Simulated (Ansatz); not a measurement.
# CH2Cl2OSi: basis-set convergence

One table from this session's results is given with a row withheld; the runs are named, their logs left out.

Program: Ansatz 0.2.0, Gaussian basis. Level of theory: one geometry, several basis sets. These are calculated values, not measurements.

The runs, in order: PBE0-D4/def2-SVP; ωB97M-V/def2-SVP; PBE0-D4/def2-QZVPP; ωB97M-V/def2-QZVPP; the functionals' def2-TZVPP values are taken from earlier runs.

## The relaxed structure

An earlier PBE0-D4 in a triple-zeta def2 set relaxation fixed the geometry.

SMILES `ClC1(Cl)O[SiH2]1`, 7 atoms, charge 0, spin multiplicity 1.

Atoms are counted from 1 here; the program's logs count them from 0.

Bond lengths: Cl1–C2 1.757 Å, C2–Cl3 1.757 Å, C2–O4 1.409 Å, C2–Si5 1.815 Å, O4–Si5 1.686 Å, Si5–H6 1.475 Å, Si5–H7 1.475 Å. Angles: Cl1–C2–Cl3 111.1°, Cl1–C2–O4 113.4°, Cl1–C2–Si5 122.9°, Cl3–C2–O4 113.4°, Cl3–C2–Si5 122.9°, O4–C2–Si5 61.5°, C2–O4–Si5 71.2°, C2–Si5–O4 47.3°, C2–Si5–H6 121.3°, C2–Si5–H7 121.3°, O4–Si5–H6 116.1°, O4–Si5–H7 116.1°, H6–Si5–H7 115.5°.

Coordinates:

```mol
CH2Cl2OSi
  3D, bonds by distance, orders not assigned

  7  7  0  0  0  0  0  0  0  0999 V2000
   -0.6048   -1.4077    1.7323 Cl  0  0
    0.0670   -0.7945    0.2288 C   0  0
    0.4678   -2.1077   -0.8679 Cl  0  0
    1.1238    0.1177    0.4191 O   0  0
   -0.1589    0.9187   -0.3256 Si  0  0
   -0.8785    1.9041    0.5031 H   0  0
    0.0449    1.3014   -1.7355 H   0  0
  1  2  8  0
  2  3  8  0
  2  4  8  0
  4  5  8  0
  5  6  8  0
  5  7  8  0
  2  5  8  0
M  END
```

Set-up of the first run:

Input file in.yaml:

```yaml
crystal:
  periodic: [false, false, false]
  atoms:
    - {symbol: Cl, position_ang: [-0.604775, -1.407716, 1.732324]}
    - {symbol: C, position_ang: [0.067000, -0.794549, 0.228800]}
    - {symbol: Cl, position_ang: [0.467786, -2.107708, -0.867944]}
    - {symbol: O, position_ang: [1.123753, 0.117728, 0.419098]}
    - {symbol: Si, position_ang: [-0.158911, 0.918654, -0.325609]}
    - {symbol: H, position_ang: [-0.878518, 1.904144, 0.503121]}
    - {symbol: H, position_ang: [0.044866, 1.301446, -1.735490]}
basis:
  gaussian: {orbitals: def2-SVP}
hamiltonian: {xc: pbe0, dispersion: d4}
output: {orbitals: {seedname: orbitals}}
```

Launch:

```
ansatz run in.yaml --threads 2 --pin off --events-out ev --progress --plain --max-ram 4352MiB
```

Steps of the session up to this table: PBE0-D4 in def2-SVP; ωB97M-V in def2-SVP; PBE0-D4 in def2-QZVPP; ωB97M-V in def2-QZVPP.

One table of the session follows, with a row left open; its other results are not shown here.

```
functional       basis  HOMO (eV)
   PBE0-D4    def2-SVP      -7.60
   PBE0-D4  def2-TZVPP      -7.71
   PBE0-D4  def2-QZVPP      -7.76
   ωB97M-V    def2-SVP      -9.71
   ωB97M-V  def2-TZVPP      -9.88
   ωB97M-V  def2-QZVPP          ?
```

Estimate the missing values for ωB97M-V, def2-QZVPP.

The run gave: HOMO (eV): -9.93. In the column «HOMO (eV)» it is the lowest.
